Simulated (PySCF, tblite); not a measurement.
# C6H7ClFO radical: geometry, infrared bands and EPR parameters

Aim: predict the infrared bands and EPR parameters of C6H7ClFO radical (`C=C([CH]CCl)O/C=C\F`).

Computed with tblite 0.8.0 and PySCF 2.14.0, with density-fitted response routines of our own, on a single molecule in the gas phase. Atoms are numbered from 0 throughout.

### 1 The starting structure

16 atoms, charge 0, multiplicity 2; geometry from: force field or distance geometry start.

Bonds of the start (Å): C0–C1 1.34, C1–C2 1.43, C2–C3 1.50, C3–Cl4 1.77, C1–O5 1.38, O5–C6 1.38, C6–C7 1.34, C7–F8 1.34, C0–H9 1.07, C0–H10 1.10, C2–H11 1.10, C3–H12 1.11, C3–H13 1.09, C6–H14 1.07, C7–H15 1.07.

### 2 Optimising the geometry with GFN2-xTB

What the job is given:

```
{"job": {"kind": "relax", "xc": "GFN2-xTB", "basis": "xTB"}, "charge": 0, "multiplicity": 2}
C     -0.980400    -1.849900    -0.212600
C     -0.666100    -0.549500    -0.079900
C     -1.658100     0.476000    -0.066700
C     -1.308200     1.914300     0.155700
Cl    -2.712800     2.950500    -0.149200
O      0.617500    -0.100100     0.171800
C      1.694700    -0.642700    -0.490600
C      2.957900    -0.347700    -0.162200
F      3.261100     0.484400     0.840700
H     -0.248800    -2.634200    -0.144900
H     -2.019000    -2.163000    -0.369900
H     -2.712900     0.193200    -0.172400
H     -1.013300     2.069900     1.213700
H     -0.499500     2.233400    -0.503900
H      1.441400    -1.297900    -1.302000
H      3.838900    -0.727900    -0.635200
```

Command:

```sh
> OMP_NUM_THREADS=1 python probes_run.py task.json out
```

One launch serves the whole session: the jobs run in the order shown.

The log of the run:

```text
step      E/eV     max force
  0    -806.66868    1.814
  1    -806.72625    0.791
  2    -806.74290    0.358
  3    -806.75403    0.327
  4    -806.76055    0.238
  5    -806.76624    0.191
  6    -806.76984    0.134
  7    -806.77281    0.123
  8    -806.77497    0.109
  9    -806.77647    0.096
 10    -806.77755    0.087
 11    -806.77873    0.083
 12    -806.78037    0.110
 13    -806.78255    0.131
 14    -806.78480    0.119
 15    -806.78643    0.119
 16    -806.78743    0.088
 17    -806.78824    0.085
 18    -806.78906    0.078
 19    -806.78981    0.068
 20    -806.79047    0.074
 21    -806.79108    0.056
 22    -806.79167    0.062
 23    -806.79218    0.066
 24    -806.79256    0.054
 25    -806.79284    0.051
 26    -806.79311    0.057
 27    -806.79343    0.057
 28    -806.79384    0.053
 29    -806.79436    0.053
 30    -806.79497    0.070
 31    -806.79570    0.087
 32    -806.79656    0.093
 33    -806.79749    0.077
 34    -806.79828    0.068
 35    -806.79891    0.064
 36    -806.79956    0.064
 37    -806.80026    0.079
 38    -806.80102    0.084
 39    -806.80175    0.067
 40    -806.80236    0.062
 41    -806.80291    0.059
 42    -806.80351    0.059
 43    -806.80417    0.064
 44    -806.80473    0.054
 45    -806.80512    0.042
 46    -806.80540    0.048
 47    -806.80565    0.051
 48    -806.80594    0.050
 49    -806.80625    0.036
 50    -806.80651    0.035
 51    -806.80676    0.037
 52    -806.80705    0.048
 53    -806.80749    0.047
 54    -806.80792    0.039
 55    -806.80826    0.042
 56    -806.80854    0.044
 57    -806.80886    0.046
 58    -806.80937    0.059
 59    -806.81042    0.089
 60    -806.81224    0.159
 61    -806.81424    0.162
 62    -806.81641    0.188
 63    -806.81843    0.176
 64    -806.82071    0.217
 65    -806.82330    0.144
 66    -806.82611    0.116
 67    -806.82887    0.104
 68    -806.83112    0.184
 69    -806.83385    0.118
 70    -806.83604    0.159
 71    -806.83907    0.215
 72    -806.84186    0.138
 73    -806.84409    0.194
 74    -806.84612    0.081
 75    -806.84776    0.179
 76    -806.84971    0.101
 77    -806.85298    0.099
 78    -806.85498    0.066
 79    -806.85551    0.168
 80    -806.85672    0.075
 81    -806.85726    0.051
 82    -806.85797    0.068
 83    -806.85849    0.050
 84    -806.85877    0.035
 85    -806.85901    0.037
 86    -806.85927    0.036
 87    -806.85960    0.041
 88    -806.86002    0.054
 89    -806.86052    0.058
 90    -806.86105    0.067
 91    -806.86147    0.060
 92    -806.86184    0.038
 93    -806.86203    0.029
 94    -806.86213    0.026
 95    -806.86221    0.020
 96    -806.86227    0.014
 97    -806.86233    0.012
 98    -806.86237    0.011
 99    -806.86239    0.011
100    -806.86240    0.009
```

Wall time 0.77 s (1 thread of Arm Neoverse V1, shared host).

Along the way: (not every step is listed)

```
step  energy from step 0 (eV)  largest force (eV/Å)
   0                   0.0000                1.8137
   1                  -0.0576                0.7907
   2                  -0.0742                0.3579
   3                  -0.0853                0.3268
   4                  -0.0919                0.2383
   5                  -0.0976                0.1910
   6                  -0.1012                0.1342
   7                  -0.1041                0.1234
   8                  -0.1063                0.1089
  16                  -0.1187                0.0883
  24                  -0.1239                0.0538
  32                  -0.1279                0.0930
  40                  -0.1337                0.0620
  48                  -0.1373                0.0504
  56                  -0.1399                0.0442
  64                  -0.1520                0.2166
  72                  -0.1732                0.1378
  80                  -0.1880                0.0752
  88                  -0.1913                0.0539
  95                  -0.1935                0.0201
  96                  -0.1936                0.0141
  97                  -0.1937                0.0124
  98                  -0.1937                0.0112
  99                  -0.1937                0.0110
 100                  -0.1937                0.0088
```

Distances of close pairs at the start and the end, largest changes first:

```
  bond  before (Å)  after (Å)  change (Å)
C3–Cl4       1.772      1.834      +0.062
 C2–C3       1.497      1.463      -0.034
 C1–C2       1.427      1.397      -0.030
 C0–C1       1.344      1.370      +0.025
C0–H10       1.096      1.072      -0.024
 O5–C6       1.376      1.354      -0.022
C3–H12       1.109      1.088      -0.021
C2–H11       1.097      1.077      -0.020
```

The end geometry stands in the next job.

### 3 Infrared spectrum with GFN2-xTB

What the job is given:

```
{"job": {"kind": "ir", "xc": "GFN2-xTB", "basis": "xTB"}, "charge": 0, "multiplicity": 2}
C     -0.892581    -1.805094    -0.212828
C     -0.645284    -0.474548    -0.000494
C     -1.663720     0.452759     0.232016
C     -1.422231     1.886842     0.388009
Cl    -1.811734     2.720775    -1.198657
O      0.629450     0.032096     0.065241
C      1.629771    -0.595419    -0.598104
C      2.911619    -0.399685    -0.319043
F      3.327101     0.387343     0.687770
H     -0.105868    -2.528834    -0.315492
H     -1.903364    -2.159280    -0.260222
H     -2.681614     0.101306     0.217050
H     -2.085253     2.356382     1.112387
H     -0.378635     2.114756     0.591615
H      1.360654    -1.241356    -1.424256
H      3.724088    -0.839099    -0.872588
```

The log of the run:

```text
mode    cm-1     km/mol
  1      26.3      1.17
  2      45.8      5.15
  3      83.6      7.99
  4     101.8      3.11
  5     128.7      4.10
  6     236.6      0.43
  7     270.5      0.27
  8     302.9      9.59
  9     432.2      4.59
 10     468.8      8.08
 11     531.8      3.12
 12     545.8      0.95
 13     581.7      5.84
 14     603.5      2.16
 15     677.4      7.31
 16     715.6     12.36
 17     747.5      5.32
 18     749.7     36.63
 19     846.4      9.38
 20     870.4      3.09
 21     936.4     64.10
 22     956.0     12.12
 23    1038.7     53.63
 24    1087.1     14.08
 25    1125.3    228.28
 26    1153.1      8.94
 27    1187.9     21.38
 28    1236.4     52.76
 29    1260.3     49.60
 30    1288.8    144.33
 31    1348.4     90.51
 32    1405.1     13.46
 33    1432.6     15.40
 34    1477.9     59.60
 35    1720.3     72.99
 36    2986.9      1.12
 37    3018.2      0.49
 38    3047.7     17.94
 39    3116.8     12.95
 40    3119.3      6.03
 41    3140.1      0.79
 42    3182.6     14.65
```

Run time: 0.6 s. Hardware: 1 thread of Arm Neoverse V1, shared host.

Which atoms move in the most intense modes:

```
cm⁻¹  km/mol                                 atoms
 936    64.1                      O5 25 %, C6 14 %
1039    53.6            C7 33 %, F8 26 %, H14 11 %
1125   228.3            O5 30 %, H15 28 %, C6 15 %
1236    52.8           H15 36 %, H14 34 %, O5 12 %
1289   144.3  H14 42 %, H15 24 %, C7 16 %, C6 13 %
1348    90.5            C1 33 %, H10 32 %, H9 21 %
1478    59.6   C0 36 %, C1 34 %, H9 15 %, H10 13 %
1720    73.0                      C6 49 %, C7 46 %
```

### 4 g tensor and hyperfine couplings: B3LYP/pcH-1

Same as in step 3 but for these lines:

```diff
@@ -1,2 +1,2 @@
-{"job": {"kind": "ir", "xc": "GFN2-xTB", "basis": "xTB"}, "charge": 0, "multiplicity": 2}
+{"job": {"kind": "epr", "basis": "pcH-1"}, "charge": 0, "multiplicity": 2}
 C     -0.892581    -1.805094    -0.212828
```

With the program's defaults for keys left out, this is: UKS B3LYP, pcH-1 on C Cl F H O, non-relativistic, mean-field spin-orbit, GIAO.

The log of the run:

```text
UKS, coarse grid
  cycle   1  E = -867.95988207  |g| = 4.88e-01
  cycle   2  E = -867.88374124  |g| = 7.00e-01
  cycle   3  E = -868.03954566  |g| = 1.06e-01
  cycle   4  E = -868.04307797  |g| = 4.92e-02
  cycle   5  E = -868.04404462  |g| = 1.79e-02
  cycle   6  E = -868.04420811  |g| = 6.58e-03
  cycle   7  E = -868.04424406  |g| = 2.70e-03
  cycle   8  E = -868.04425150  |g| = 1.42e-03
  cycle   9  E = -868.04425230  |g| = 3.51e-04
UKS, final grid
  cycle   1  E = -868.04420764  |g| = 4.46e-04
  cycle   2  E = -868.04420753  |g| = 6.60e-04
  cycle   3  E = -868.04420774  |g| = 8.49e-05
  cycle   4  E = -868.04420775  |g| = 3.75e-05
  cycle   5  E = -868.04420775  |g| = 2.32e-05
E = -868.04420775 Eh   <S^2> = 0.7757 (exact 0.7500)
g shifts (ppm)      1          2          3
  rmc          -156       -156       -156
  gc             15          3         25
  oz_so       -1211        164       1378
  total       -1353         11       1247
hyperfine (MHz)  atom isotope    a_iso     a_fc   dipolar eigenvalues
    0   13C      47.26      47.33    -46.18    -44.52     90.70
    1   13C     -50.66     -50.67    -27.82     11.96     15.87
    2   13C      58.62      58.64    -54.77    -53.85    108.61
    3   13C      -9.69      -9.64     -2.85      0.01      2.84
    4  35Cl      32.62      31.97    -19.16    -18.01     37.17
    5   17O       4.13       4.13     -4.35     -3.09      7.44
    6   13C      -1.74      -1.74     -0.81      0.11      0.70
    7   13C       0.27       0.27     -1.65      0.54      1.12
    8   19F      -0.59      -0.59     -5.06      1.22      3.84
    9    1H     -37.11     -37.11    -22.59     -0.38     22.98
   10    1H     -35.27     -35.27    -18.74     -1.85     20.59
   11    1H     -41.32     -41.34    -22.58     -2.47     25.05
   12    1H      30.08      30.10     -4.37     -1.99      6.36
   13    1H       4.39       4.41     -4.05     -2.33      6.39
   14    1H       0.18       0.18     -2.26     -1.84      4.10
   15    1H       0.67       0.67     -0.49     -0.42      0.91
```

Wall time 2 min (1 thread of Arm Neoverse V1, shared host); peak memory 1.1 GiB.

Principal g values 2.00097, 2.00233, 2.00357; g(iso) = 2.00229, against 2.00232 for a free electron.

Mean a(iso) over the nuclei that a row names, and the largest dipolar term of the row (other rows stand at the frozen geometry):

```
  nuclei  isotope  a(iso) (MHz)  a(iso) (G, at g = 2.0023)  largest dipolar term (MHz)
      C2      13C          58.6                       20.9                       108.6
      C1      13C         -50.7                      -18.1                       -27.8
      C0      13C          47.3                       16.9                        90.7
     H11       1H         -41.3                      -14.7                        25.1
      H9       1H         -37.1                      -13.2                        23.0
     H10       1H         -35.3                      -12.6                        20.6
     Cl4     35Cl          32.6                       11.6                        37.2
H12, H13       1H          17.2                        6.2                         6.4
      C3      13C          -9.7                       -3.5                        -2.9
      O5      17O           4.1                        1.5                         7.4
      C6      13C          -1.7                       -0.6                        -0.8
     H15       1H           0.7                        0.2                         0.9
      F8      19F          -0.6                       -0.2                        -5.1
      C7      13C           0.3                        0.1                        -1.7
```

Mulliken spin populations:

C0 0.60; C1 -0.23; C2 0.67; C3 -0.05; Cl4 0.08; O5 -0.01; C6 0.01; C7 -0.01; F8 0.00; H9 -0.03; H10 -0.02; H11 -0.03; H12 0.01; H13 0.00; H14 0.00; H15 0.00

In first order the couplings over 0.8 MHz of 1H, 35Cl give 96 distinct lines over 87.8 G, if the averaged nuclei exchange fast.

The fields below are evaluated on a grid from the run's orbitals.

ELF in a plane through or near 10 of the atoms.

Ten even steps from ' ' (0.00) to '@' (1.00):
```
                                                        
                                                        
                                                        
                                                        
              ....            ..::..                    
            ..----::        ..##%%**..                  
            ..::--::          @@@@@@++----..            
      ::++++======--    ==**  ==@@@@::**##++            
      **@@@@@@..--##--==%%@@==  --**::==**--            
      ==@@@@%%**%%%%::%%==++==..==##%%==..              
        ::------**##==++**##--**%%--==##==              
              ..--**==    ==::::##++@@@@@@%%            
                      ::==**%%**....@@@@@@%%            
                    %%@@@@----##++    **##::            
                  ::@@@@@@##%%@@@@%%                    
                  ..@@@@##--@@@@@@@@                    
                    ....    **@@@@##                    
                              ....                      
                                                        
                                                        
```
The map spans 12.8 Å across and 10.7 Å up, centred on the molecule. Atoms in the plane (x, y in Å): C0 (0.0, -2.0), C1 (0.4, -0.7), C2 (1.7, -0.3), C3 (2.1, 1.1), O5 (-0.5, 0.3), C7 (-2.8, 0.9), H9 (-1.0, -2.3), H10 (0.8, -2.8), H11 (2.5, -1.0), H13 (1.3, 1.8).

log10 of the density (e/Å³) in the same plane.

Ten even steps from ' ' (-4.0) to '@' (1.5):
```
                                                        
                                                        
                                                        
            ........          ..............            
          ..--====--::..    ::------------::..          
        ..--==++++++--::..::--==++++======--::..        
      ::--==++******==------==++**##****++==--::..      
    ..--==++**####**++++++++++++####%%##**++==::..      
    ::--++**##%%@@##****####**++**##%%##**++--::..      
    ::--==++**##########@@@@##****####**++==--::        
    ..::--==++++**################@@##**++==::..        
      ..::::--==++++**++**##@@%%########**==::..        
          ..::--====++++**######**++****++==::          
            ..::::--++####%%%%##**++======--..          
              ..::--++**########**++--::::..            
                ..--==++++****##**++--....              
                  ..::----====++==--::..                
                    ....::::::--::::                    
                            ....                        
                                                        
```
The map spans 12.8 Å across and 10.7 Å up, centred on the molecule. Atoms in the plane (x, y in Å): C0 (0.0, -2.0), C1 (0.4, -0.7), C2 (1.7, -0.3), C3 (2.1, 1.1), O5 (-0.5, 0.3), C7 (-2.8, 0.9), H9 (-1.0, -2.3), H10 (0.8, -2.8), H11 (2.5, -1.0), H13 (1.3, 1.8).

On the surface of density 0.002 e/bohr³ the electrostatic potential runs, from the 1st to the 99th percentile, from -0.88 V near F8 to 1.39 V near H14.

The spin density lies nearest to C0, C2 about 32 % each; C1 9 % (beta excess); Cl4 7 %.

### 5 Outcome

| quantity | value |
| --- | --- |
| strongest single infrared mode (GFN2-xTB) | 1125 cm⁻¹, 228 km/mol |
| zero-point energy (GFN2-xTB) | 70.4 kcal/mol |
| g(iso) (B3LYP) | 2.00229 |
| ⟨S²⟩ | 0.776 (exact 0.75) |
| largest a(iso) (averaged by class) | 13C on C2, 58.6 MHz |
| surface potential, 1st and 99th percentile | -0.88 V and 1.39 V |

In words: The optimisation took 100 steps and gained 0.194 eV; among the close pairs (by a distance rule), C3–Cl4 changed most, from 1.772 to 1.834 Å. All 42 modes are real, so the xTB geometry is a minimum. The strongest single mode, at 1125 cm⁻¹, is carried by O5, H15, C6. GFN2-xTB is a fitted tight-binding method: band positions and strengths are rough. Its intensities can rank the bands wrongly. The largest spin populations lie on C2 (0.67 e), C0 (0.60 e). The isotropic g lies 0.0 ppt below the free-electron value.
